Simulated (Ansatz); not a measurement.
**C8H24Si3: structure and electronic state**

What does C8H24Si3 look like as a singlet, and where do its frontier electrons sit?

Program: Ansatz 0.2.0, Gaussian basis. Level of theory: RKS PBE0-D4/def2-TZVP. These are calculated values, not measurements.

The runs, in order: relaxation at PBE-D4/def2-SVP; a single point at PBE0-D4/def2-TZVP.

### Step 1. Where the work starts

SMILES `C[Si](C)(C)[Si](C)(C)[Si](C)(C)C`, 35 atoms, charge 0, spin multiplicity 1.

Atoms are counted from 1 here; the program's logs count them from 0.

Bond lengths: C1–Si2 1.914 Å, C1–H12 1.086 Å, C1–H13 1.086 Å, C1–H14 1.085 Å, Si2–C3 1.914 Å, Si2–C4 1.917 Å, Si2–Si5 2.359 Å, C3–H15 1.086 Å, C3–H16 1.085 Å, C3–H17 1.085 Å, C4–H18 1.086 Å, C4–H19 1.086 Å, C4–H20 1.087 Å, Si5–C6 1.920 Å, Si5–C7 1.920 Å, Si5–Si8 2.360 Å, C6–H21 1.085 Å, C6–H22 1.086 Å and more. Angles: Si2–C1–H12 112.0°, Si2–C1–H13 110.9°, Si2–C1–H14 111.4°, H12–C1–H13 107.4°, H12–C1–H14 107.4°, H13–C1–H14 107.5°, C1–Si2–C3 106.5°, C1–Si2–C4 107.3°, C1–Si2–Si5 110.2°, C3–Si2–C4 107.4°, C3–Si2–Si5 111.0°, C4–Si2–Si5 113.9°, Si2–C3–H15 111.8°, Si2–C3–H16 111.6°, Si2–C3–H17 110.9°, H15–C3–H16 107.5°, H15–C3–H17 107.4°, H16–C3–H17 107.3° and more.

Coordinates:

```mol
C8H24Si3
  3D, bonds by distance, orders not assigned

 35 34  0  0  0  0  0  0  0  0999 V2000
    2.2288   -0.8567    1.6072 C   0  0
    2.0156   -0.1083   -0.1418 Si  0  0
    2.2452   -1.5475   -1.3822 C   0  0
    3.4598    1.1224   -0.4158 C   0  0
   -0.1239    0.8622   -0.3587 Si  0  0
   -0.1508    2.5298    0.5919 C   0  0
   -0.4065    1.3333   -2.1988 C   0  0
   -1.9340   -0.4589    0.3798 Si  0  0
   -1.7844   -2.2322   -0.3217 C   0  0
   -3.6505    0.2163   -0.1406 C   0  0
   -1.9339   -0.6254    2.2858 C   0  0
    3.2294   -1.2496    1.7629 H   0  0
    1.5311   -1.6731    1.7674 H   0  0
    2.0473   -0.1162    2.3798 H   0  0
    3.2158   -2.0229   -1.2736 H   0  0
    2.1616   -1.2074   -2.4095 H   0  0
    1.4903   -2.3130   -1.2324 H   0  0
    3.4086    1.5706   -1.4036 H   0  0
    3.4245    1.9289    0.3104 H   0  0
    4.4310    0.6432   -0.3240 H   0  0
    0.0351    2.3773    1.6502 H   0  0
    0.6086    3.2124    0.2230 H   0  0
   -1.1100    3.0303    0.4970 H   0  0
    0.3855    1.9752   -2.5730 H   0  0
   -0.4296    0.4481   -2.8265 H   0  0
   -1.3451    1.8605   -2.3416 H   0  0
   -2.6402   -2.8451   -0.0551 H   0  0
   -1.7107   -2.2294   -1.4044 H   0  0
   -0.8980   -2.7266    0.0629 H   0  0
   -3.8109    1.2184    0.2452 H   0  0
   -4.4636   -0.4067    0.2228 H   0  0
   -3.7349    0.2661   -1.2220 H   0  0
   -1.0083   -1.0714    2.6366 H   0  0
   -2.7520   -1.2479    2.6370 H   0  0
   -2.0307    0.3432    2.7654 H   0  0
  1  2  8  0
  1 12  8  0
  1 13  8  0
  1 14  8  0
  2  3  8  0
  2  4  8  0
  2  5  8  0
  3 15  8  0
  3 16  8  0
  3 17  8  0
  4 18  8  0
  4 19  8  0
  4 20  8  0
  5  6  8  0
  5  7  8  0
  5  8  8  0
  6 21  8  0
  6 22  8  0
  6 23  8  0
  7 24  8  0
  7 25  8  0
  7 26  8  0
  8  9  8  0
  8 10  8  0
  8 11  8  0
  9 27  8  0
  9 28  8  0
  9 29  8  0
 10 30  8  0
 10 31  8  0
 10 32  8  0
 11 33  8  0
 11 34  8  0
 11 35  8  0
M  END
```

The start is a GFN2-xTB geometry.

### Step 2. Relaxation at PBE-D4/def2-SVP

in.yaml

```yaml
crystal:
  periodic: [false, false, false]
  atoms:
    - {symbol: C, position_ang: [2.228820, -0.856730, 1.607240]}
    - {symbol: Si, position_ang: [2.015590, -0.108280, -0.141820]}
    - {symbol: C, position_ang: [2.245180, -1.547530, -1.382160]}
    - {symbol: C, position_ang: [3.459780, 1.122430, -0.415750]}
    - {symbol: Si, position_ang: [-0.123900, 0.862220, -0.358670]}
    - {symbol: C, position_ang: [-0.150830, 2.529820, 0.591860]}
    - {symbol: C, position_ang: [-0.406460, 1.333330, -2.198810]}
    - {symbol: Si, position_ang: [-1.934040, -0.458900, 0.379770]}
    - {symbol: C, position_ang: [-1.784420, -2.232210, -0.321750]}
    - {symbol: C, position_ang: [-3.650530, 0.216290, -0.140610]}
    - {symbol: C, position_ang: [-1.933900, -0.625450, 2.285810]}
    - {symbol: H, position_ang: [3.229370, -1.249650, 1.762930]}
    - {symbol: H, position_ang: [1.531100, -1.673060, 1.767410]}
    - {symbol: H, position_ang: [2.047270, -0.116150, 2.379750]}
    - {symbol: H, position_ang: [3.215790, -2.022850, -1.273580]}
    - {symbol: H, position_ang: [2.161610, -1.207380, -2.409480]}
    - {symbol: H, position_ang: [1.490340, -2.313030, -1.232420]}
    - {symbol: H, position_ang: [3.408590, 1.570580, -1.403640]}
    - {symbol: H, position_ang: [3.424490, 1.928870, 0.310440]}
    - {symbol: H, position_ang: [4.431020, 0.643170, -0.324020]}
    - {symbol: H, position_ang: [0.035090, 2.377280, 1.650250]}
    - {symbol: H, position_ang: [0.608620, 3.212400, 0.223000]}
    - {symbol: H, position_ang: [-1.110030, 3.030250, 0.496970]}
    - {symbol: H, position_ang: [0.385470, 1.975180, -2.573020]}
    - {symbol: H, position_ang: [-0.429610, 0.448130, -2.826460]}
    - {symbol: H, position_ang: [-1.345120, 1.860530, -2.341630]}
    - {symbol: H, position_ang: [-2.640210, -2.845070, -0.055130]}
    - {symbol: H, position_ang: [-1.710750, -2.229420, -1.404450]}
    - {symbol: H, position_ang: [-0.897980, -2.726580, 0.062870]}
    - {symbol: H, position_ang: [-3.810930, 1.218390, 0.245190]}
    - {symbol: H, position_ang: [-4.463600, -0.406650, 0.222840]}
    - {symbol: H, position_ang: [-3.734910, 0.266090, -1.221990]}
    - {symbol: H, position_ang: [-1.008250, -1.071350, 2.636630]}
    - {symbol: H, position_ang: [-2.752000, -1.247900, 2.636970]}
    - {symbol: H, position_ang: [-2.030670, 0.343210, 2.765440]}
basis:
  gaussian: {orbitals: def2-SVP}
hamiltonian: {xc: pbe, dispersion: d4}
scf: {lower_state_search: "off"}
output: {orbitals: {seedname: orbitals}}
relax: {f_tol: 0.03, max_steps: 70}
```

Command:

```console
> ansatz run in.yaml --threads 2 --pin off --events-out ev --progress --plain --max-ram 32768MiB --backend cuda --devices 0, --max-vram 18GiB
```

Standard output (excerpt; [...] marks lines left out):

```text
Functional definition: PBE
  name "PBE"
  cite "Perdew, Burke & Ernzerhof, Phys. Rev. Lett. 77, 3865 (1996) doi:10.1103/PhysRevLett.77.3865"
  parent pbe
[...]
3244 factors; their error is unknown
[...]
mean field -32284.41196477 eV, -1186.4302565448 hartree, gradient 8.1e-6 eV, S^2 0.000000; 0 other end points of the search recorded, 0 dependent functions left out
[...]
reference -32284.41202104 eV, -1186.4302586128 hartree; 57, 57 occupied and 229, 229 virtual orbitals, 3244 factors
relax step   1: F+E_penalty+E_count = -32285.45694671 eV  Δ(F+E_penalty+E_count) = +0.000e0 eV  max|allowed force component| = 9.652e-1 eV/Å  Δτ_max = 0.0000 Å  (19 SCF iters, accepted)
[...]
relax step   3: F+E_penalty+E_count = -32285.77634264 eV  Δ(F+E_penalty+E_count) = -4.261e-2 eV  max|allowed force component| = 4.925e-2 eV/Å  Δτ_max = 0.0828 Å  (18 SCF iters, accepted)
[...]
relax step   4: F+E_penalty+E_count = -32285.77862786 eV  Δ(F+E_penalty+E_count) = -2.285e-3 eV  max|allowed force component| = 7.234e-3 eV/Å  Δτ_max = 0.0230 Å  (18 SCF iters, accepted)
Total energy: -32285.77868300 eV, -1186.4804825136 hartree
Atom 0 at     2.149254    -0.864125     1.638458 Å, force     0.002450    -0.001875    -0.003933 eV/Å
Atom 1 at     1.969199    -0.149670    -0.115622 Å, force    -0.001965    -0.002245     0.001902 eV/Å
Atom 2 at     2.150607    -1.551315    -1.388457 Å, force     0.000362     0.000246     0.000949 eV/Å
[...]
Atom 20 at     0.016920     2.316329     1.713713 Å, force    -0.000680     0.003898     0.000914 eV/Å
Atom 21 at     0.645380     3.212796     0.292556 Å, force    -0.000825    -0.000433    -0.000678 eV/Å
Atom 22 at    -1.124682     3.041624     0.535824 Å, force     0.000594    -0.000335    -0.001278 eV/Å
Atom 23 at     0.406758     1.952457    -2.612602 Å, force    -0.000628     0.000467     0.001091 eV/Å
Atom 24 at    -0.400475     0.365579    -2.829202 Å, force    -0.000357     0.002211    -0.003524 eV/Å
Atom 25 at    -1.367571     1.809076    -2.382714 Å, force     0.000862     0.000587     0.000805 eV/Å
Atom 26 at    -2.563989    -2.881828    -0.056752 Å, force     0.000758     0.000970     0.002280 eV/Å
Atom 27 at    -1.661149    -2.213065    -1.454965 Å, force     0.000080    -0.000957    -0.001583 eV/Å
Atom 28 at    -0.777779    -2.736973     0.013620 Å, force     0.001595     0.001201     0.001247 eV/Å
Atom 29 at    -3.680385     1.266209     0.243211 Å, force    -0.000879     0.000295     0.000855 eV/Å
Atom 30 at    -4.391616    -0.380042     0.194920 Å, force    -0.000692    -0.001283    -0.000177 eV/Å
Atom 31 at    -3.611131     0.305478    -1.268286 Å, force     0.000170    -0.000650     0.000687 eV/Å
Atom 32 at    -0.884381    -1.023796     2.646685 Å, force     0.000777    -0.000372    -0.000808 eV/Å
Atom 33 at    -2.666491    -1.239110     2.661466 Å, force     0.001776    -0.000762    -0.003234 eV/Å
Atom 34 at    -1.958377     0.406890     2.736387 Å, force    -0.000971     0.001138     0.001765 eV/Å
Dipole moment:     0.000551    -0.003730     0.001595 e Å
Checks for a lower state left out: stability, starts, cluster_reference, orbital_swaps, neighbouring_geometries, increment
```

Run time: 15 s. Hardware: 1 × H100 (card shared with other runs) with 2 threads of AMD EPYC 7R13, shared host; peak host memory 0.95 GiB.

Step by step:

| step | energy from step 1 (eV) | largest force component (eV/Å) |
| --- | --- | --- |
| 1 | 0.0000 | 0.9652 |
| 2 | -0.2768 | 0.3686 |
| 3 | -0.3194 | 0.0493 |
| 4 | -0.3217 | 0.0072 |

Close pairs (by a distance rule), those that changed most:

| bond | before (Å) | after (Å) | change (Å) |
| --- | --- | --- | --- |
| C9–H27 | 1.086 | 1.111 | +0.025 |
| C1–H12 | 1.086 | 1.111 | +0.024 |
| C3–H15 | 1.086 | 1.111 | +0.024 |
| C11–H34 | 1.086 | 1.111 | +0.024 |
| C11–H35 | 1.085 | 1.110 | +0.024 |
| C9–H28 | 1.085 | 1.109 | +0.024 |
| C6–H22 | 1.086 | 1.110 | +0.024 |
| C7–H24 | 1.086 | 1.110 | +0.024 |

Bonds by kind at the end (by distance):

| bond | count | shortest (Å) | longest (Å) |
| --- | --- | --- | --- |
| C–Si | 8 | 1.902 | 1.912 |
| Si–Si | 2 | 2.357 | 2.357 |
| C–H | 24 | 1.109 | 1.111 |

### Step 3. Single point, PBE0-D4/def2-TZVP

start.molden holds the orbitals of an earlier run on this state, given as this run's starting guess.

in.yaml

```yaml
crystal:
  periodic: [false, false, false]
  atoms:
    - {symbol: C, position_ang: [2.149254, -0.864125, 1.638458]}
    - {symbol: Si, position_ang: [1.969199, -0.149670, -0.115622]}
    - {symbol: C, position_ang: [2.150607, -1.551315, -1.388457]}
    - {symbol: C, position_ang: [3.347497, 1.130055, -0.407400]}
    - {symbol: Si, position_ang: [-0.128480, 0.895114, -0.372158]}
    - {symbol: C, position_ang: [-0.150312, 2.519342, 0.635983]}
    - {symbol: C, position_ang: [-0.397422, 1.294255, -2.222377]}
    - {symbol: Si, position_ang: [-1.876513, -0.494383, 0.383724]}
    - {symbol: C, position_ang: [-1.703362, -2.242597, -0.346673]}
    - {symbol: C, position_ang: [-3.544144, 0.242528, -0.162609]}
    - {symbol: C, position_ang: [-1.841932, -0.598839, 2.282533]}
    - {symbol: H, position_ang: [3.162971, -1.290913, 1.792020]}
    - {symbol: H, position_ang: [1.410665, -1.672031, 1.819281]}
    - {symbol: H, position_ang: [1.990211, -0.082234, 2.409379]}
    - {symbol: H, position_ang: [3.137826, -2.051042, -1.293080]}
    - {symbol: H, position_ang: [2.068197, -1.159297, -2.423136]}
    - {symbol: H, position_ang: [1.363563, -2.321553, -1.256555]}
    - {symbol: H, position_ang: [3.273202, 1.572492, -1.422241]}
    - {symbol: H, position_ang: [3.286740, 1.958663, 0.327915]}
    - {symbol: H, position_ang: [4.351190, 0.663907, -0.312865]}
    - {symbol: H, position_ang: [0.016920, 2.316329, 1.713713]}
    - {symbol: H, position_ang: [0.645380, 3.212796, 0.292556]}
    - {symbol: H, position_ang: [-1.124682, 3.041624, 0.535824]}
    - {symbol: H, position_ang: [0.406758, 1.952457, -2.612602]}
    - {symbol: H, position_ang: [-0.400475, 0.365579, -2.829202]}
    - {symbol: H, position_ang: [-1.367571, 1.809076, -2.382714]}
    - {symbol: H, position_ang: [-2.563989, -2.881828, -0.056752]}
    - {symbol: H, position_ang: [-1.661149, -2.213065, -1.454965]}
    - {symbol: H, position_ang: [-0.777779, -2.736973, 0.013620]}
    - {symbol: H, position_ang: [-3.680385, 1.266209, 0.243211]}
    - {symbol: H, position_ang: [-4.391616, -0.380042, 0.194920]}
    - {symbol: H, position_ang: [-3.611131, 0.305478, -1.268286]}
    - {symbol: H, position_ang: [-0.884381, -1.023796, 2.646685]}
    - {symbol: H, position_ang: [-2.666491, -1.239110, 2.661466]}
    - {symbol: H, position_ang: [-1.958377, 0.406890, 2.736387]}
basis:
  gaussian: {orbitals: def2-TZVP, fitting: {mean_field: def2-universal-jkfit}, initial_orbitals: start.molden}
hamiltonian: {xc: pbe0, dispersion: d4}
scf: {omitted_lower_state_checks: [starts]}
output: {orbitals: {seedname: orbitals}}
```

Launched as before.

Standard output (excerpt; [...] marks lines left out):

```text
Functional definition: PBE0
  name "PBE0"
  cite "Adamo & Barone, J. Chem. Phys. 110, 6158 (1999) doi:10.1063/1.478522"
  cite "Perdew, Burke & Ernzerhof, Phys. Rev. Lett. 77, 3865 (1996) doi:10.1103/PhysRevLett.77.3865"
  parent pbe
[...]
1416 factors; integrals over basis functions are off by at most 3.6e-1 eV
[...]
mean field -32306.87272780 eV, -1187.2556743620 hartree, gradient 2.1e-5 eV, S^2 0.000000; 0 other end points of the search recorded, 0 dependent functions left out
reference -32306.87278253 eV, -1187.2556763730 hartree; 57, 57 occupied and 446, 446 virtual orbitals, 1416 factors
Total energy: -32307.81703255 eV, -1187.2903769212 hartree
Checks for a lower state left out: starts
```

It took 6.5 s on 1 × H100 (card shared with other runs) with 2 threads of AMD EPYC 7R13, shared host; peak host memory 0.96 GiB.

Report: HOMO -6.52 eV, LUMO 0.38 eV.

Mulliken charges, from this run's orbitals:

C1 -0.48; Si2 0.24; C3 -0.48; C4 -0.49; Si5 0.17; C6 -0.49; C7 -0.49; Si8 0.24; C9 -0.48; C10 -0.49; C11 -0.48; H12 0.14; H13 0.13; H14 0.14; H15 0.13; H16 0.13; H17 0.14; H18 0.13; H19 0.14; H20 0.13; H21 0.14; H22 0.14; H23 0.14; H24 0.14; H25 0.14; H26 0.14; H27 0.14; H28 0.14; H29 0.13; H30 0.13; H31 0.13; H32 0.14; H33 0.14; H34 0.13; H35 0.13

Largest Mayer bond orders: Si2–C4 1.00; Si8–C10 1.00; Si2–C3 0.98; Si8–C11 0.98; C1–Si2 0.98; Si8–C9 0.98; Si5–C6 0.96; Si5–C7 0.96; Si2–Si5 0.96; Si5–Si8 0.96.

### Step 4. What came out

| quantity | value |
| --- | --- |
| point group | C2 |
| commonest bond, hydrogen aside | C–Si, 8 of mean length 1.905 Å |
| HOMO, LUMO at PBE0-D4/def2-TZVP | -6.52, 0.38 eV |
| dipole at PBE-D4/def2-SVP | 0.02 D |

What this shows: The molecule keeps its bonding pattern by the stored test; the atoms moved 0.10 Å (rms). No usable vibrations, so a minimum isn't proven. The point group is read from a loosely relaxed geometry; soft torsions can leave it below the true symmetry.
